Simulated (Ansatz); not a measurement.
# C₄H₁₀O₂S: a ladder of functionals and wavefunction methods

How much do the methods differ for C₄H₁₀O₂S? The plan is to run it at one geometry with functionals of several rungs and with coupled cluster, and see how far each lands from CCSD(T) at the basis-set limit for the atomisation energy.

The runs use Ansatz 0.2.0, Gaussian basis; functionals in def2-TZVPP, the program's frozen cores in correlated methods.

The runs, in order: LDA (SPW92), PBE-D4, revPBE-D4, BLYP-D4, r2SCAN-D4, B97M-V, PBE0-D4, B3LYP-D4, r2SCANh-D4, r2SCAN0-D4, HSE06-D4, BHLYP-D4, CAM-B3LYP-D4, LC-ωPBE, ωB97X-V, ωB97M-V, B2PLYP, PBE-QIDH; CCSD(T)/def2-SVP; CCSD(T)/def2-TZVPP; MP2/def2-QZVPP; extrapolation to the limit; RPA on PBE.

## 1. Structure used throughout

An earlier PBE0-D4 in a triple-zeta def2 set relaxation fixed the geometry.

SMILES `CC(C)S(C)(=O)=O`, 17 atoms, charge 0, spin multiplicity 1.

Atoms are counted from 1 here; the program's logs count them from 0.

Bond lengths: C1–C2 1.517 Å, C1–H8 1.092 Å, C1–H9 1.091 Å, C1–H10 1.092 Å, C2–C3 1.521 Å, C2–S4 1.798 Å, C2–H11 1.095 Å, C3–H12 1.090 Å, C3–H13 1.092 Å, C3–H14 1.092 Å, S4–C5 1.772 Å, S4–O6 1.440 Å, S4–O7 1.439 Å, C5–H15 1.090 Å, C5–H16 1.088 Å, C5–H17 1.089 Å. Angles: C2–C1–H8 109.4°, C2–C1–H9 112.5°, C2–C1–H10 110.4°, H8–C1–H9 107.5°, H8–C1–H10 108.3°, H9–C1–H10 108.6°, C1–C2–C3 112.6°, C1–C2–S4 111.5°, C1–C2–H11 111.1°, C3–C2–S4 107.0°, C3–C2–H11 109.8°, S4–C2–H11 104.2°, C2–C3–H12 111.4°, C2–C3–H13 110.5°, C2–C3–H14 109.2°, H12–C3–H13 108.6°, H12–C3–H14 108.7°, H13–C3–H14 108.3° and more.

Geometry (Å):

```csv
atom,x (Å),y (Å),z (Å)
C1,-0.0185,-1.4724,-0.6300
C2,0.6378,-0.1598,-0.2461
C3,1.3089,0.5258,-1.4260
S4,-0.5565,1.0030,0.4292
C5,-1.1947,0.2110,1.8807
O6,-1.6388,1.1402,-0.5103
O7,0.1662,2.1697,0.8626
H8,0.7228,-2.1258,-1.0953
H9,-0.4295,-2.0022,0.2309
H10,-0.8221,-1.2999,-1.3482
H11,1.3623,-0.3020,0.5624
H12,1.7621,1.4719,-1.1307
H13,0.5842,0.7187,-2.2194
H14,2.0886,-0.1266,-1.8244
H15,-1.8526,0.9500,2.3390
H16,-1.7634,-0.6753,1.6076
H17,-0.3755,-0.0267,2.5582
```

## 2. LDA

This LDA is Slater exchange with PW92 correlation.

in.yaml

```yaml
crystal:
  periodic: [false, false, false]
  atoms:
    - {symbol: C, position_ang: [-0.018541, -1.472402, -0.630014]}
    - {symbol: C, position_ang: [0.637807, -0.159772, -0.246110]}
    - {symbol: C, position_ang: [1.308910, 0.525774, -1.426045]}
    - {symbol: S, position_ang: [-0.556457, 1.002953, 0.429190]}
    - {symbol: C, position_ang: [-1.194681, 0.211030, 1.880714]}
    - {symbol: O, position_ang: [-1.638755, 1.140190, -0.510309]}
    - {symbol: O, position_ang: [0.166234, 2.169702, 0.862604]}
    - {symbol: H, position_ang: [0.722815, -2.125845, -1.095273]}
    - {symbol: H, position_ang: [-0.429500, -2.002209, 0.230919]}
    - {symbol: H, position_ang: [-0.822148, -1.299896, -1.348230]}
    - {symbol: H, position_ang: [1.362256, -0.301993, 0.562436]}
    - {symbol: H, position_ang: [1.762089, 1.471858, -1.130706]}
    - {symbol: H, position_ang: [0.584153, 0.718729, -2.219385]}
    - {symbol: H, position_ang: [2.088573, -0.126575, -1.824370]}
    - {symbol: H, position_ang: [-1.852643, 0.950001, 2.338960]}
    - {symbol: H, position_ang: [-1.763420, -0.675276, 1.607615]}
    - {symbol: H, position_ang: [-0.375492, -0.026672, 2.558206]}
basis:
  gaussian: {orbitals: def2-TZVPP}
hamiltonian: {xc: lda}
output: {orbitals: {seedname: orbitals}}
```

Command:

```
> ansatz run in.yaml --threads 2 --pin off --events-out ev --progress --plain --max-ram 20480MiB --backend cuda --devices 0, --max-vram 18GiB
```

Further steps of the session: PBE-D4 (GGA); revPBE-D4 (GGA); BLYP-D4 (GGA); r2SCAN-D4 (meta-GGA); B97M-V (meta-GGA); PBE0-D4 (hybrid); B3LYP-D4 (hybrid); r2SCANh-D4 (hybrid); r2SCAN0-D4 (hybrid); HSE06-D4 (hybrid); BHLYP-D4 (hybrid); CAM-B3LYP-D4 (range-separated); LC-ωPBE (range-separated); ωB97X-V (range-separated); ωB97M-V (range-separated); B2PLYP (double hybrid); PBE-QIDH (double hybrid); CCSD(T) in def2-SVP; CCSD(T) in def2-TZVPP; MP2 in def2-QZVPP; RPA on PBE orbitals.

**Question.** What will the summary of the whole plan be? Wanted: atomisation energy, CCSD(T)/CBS; farthest beyond LDA; mean size of error, GGA; mean size of error, meta-GGA; mean size of error, hybrid; mean size of error, range-separated; mean size of error, double hybrid; gap, smallest and largest; T1 diagnostic.

The runs gave:

```
                               quantity                                                                                                         value
        atomisation energy, CCSD(T)/CBS                                                                                                 6538.5 kJ/mol
 functionals within 32.7 kJ/mol (0.5 %)  revPBE-D4, BLYP-D4, B97M-V, PBE0-D4, B3LYP-D4, r2SCANh-D4, HSE06-D4, CAM-B3LYP-D4, LC-ωPBE, ωB97X-V, ωB97M-V
                    farthest beyond LDA                                                                                      BHLYP-D4 (-240.5 kJ/mol)
                mean size of error, GGA                                                                                                   63.9 kJ/mol
           mean size of error, meta-GGA                                                                                                   24.4 kJ/mol
             mean size of error, hybrid                                                                                                   69.4 kJ/mol
    mean size of error, range-separated                                                                                                   10.2 kJ/mol
      mean size of error, double hybrid                                                                                                   61.9 kJ/mol
              gap, smallest and largest                                                                         6.60 eV (BLYP-D4), 13.69 eV (LC-ωPBE)
                          T1 diagnostic                                                                                                        0.0139
triples share of the correlation energy                                                                                                         4.1 %
```

In words: LDA overbinds by 1039.0 kJ/mol (16 %). PBE-D4 misses by +163.9 kJ/mol. Double hybrids carry the basis error of their MP2 part in triple zeta, and no dispersion term here, so their miss is partly the set-up's. The rungs range-separated, meta-GGA miss on average by less than the doubt on the reference (32.7 kJ/mol), so they tie. Misses under about 32.7 kJ/mol are within the doubt on the reference itself, which lacks core-valence correlation, relativity and higher excitations. Hartree-Fock recovers 71 % of the binding; the rest is correlation. CCSD(T) in def2-SVP is off by -498.2 kJ/mol, worse than the median functional, from the basis alone. The gap grows from 6.6 to 13.7 eV across the functionals, mostly with the share of exact exchange.
